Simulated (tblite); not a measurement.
# C5H8OSi: the cost of one run

The runs use tblite 0.8.0 and PySCF 2.14.0, with density-fitted response routines of our own; the level of theory stands in each step. All values are computed, except where a source is named. Atoms are numbered from 0 throughout.

## 1. Starting geometry

15 atoms, charge 0, multiplicity 1; geometry from: force field or distance geometry start.

Bonds of the start (Å): C0–C1 1.36, C1–C2 1.43, C2–C3 1.22, C3–Si4 1.83, Si4–O5 1.73, O5–C6 1.40, C0–H7 1.08, C0–H8 1.10, C1–H9 1.06, Si4–H10 1.48, Si4–H11 1.48, C6–H12 1.10, C6–H13 1.12, C6–H14 1.10.

## 2. Optimising the geometry with GFN2-xTB

The job: settings as JSON, then the geometry in Å.

```
{"job": {"kind": "relax", "xc": "GFN2-xTB", "basis": "xTB"}, "charge": 0, "multiplicity": 1}
C      3.746400    -0.310300    -0.063300
C      2.684900    -0.726500    -0.796200
C      1.427500    -0.177300    -0.408400
C      0.349500     0.289900    -0.088300
Si    -1.252600     0.972800     0.458200
O     -2.349200    -0.364100     0.578200
C     -3.099900    -0.411200    -0.599000
H      4.749700    -0.656000    -0.252100
H      3.566200     0.414800     0.749100
H      2.826400    -1.435600    -1.574500
H     -1.706100     1.953700    -0.549800
H     -1.144200     1.570700     1.811800
H     -4.117800    -0.787300    -0.437100
H     -3.150600     0.637100    -0.991600
H     -2.534500    -0.962800    -1.364600
```

Started as:

```
OMP_NUM_THREADS=1 python probes_run.py task.json out
```

This one command runs all jobs of the session in turn.

**Question.** How long does this first job take on 1 thread of Intel Xeon at 2.50GHz, shared host, and how much memory does it need?

About 1.6 s, with a peak of 0.18 GiB.
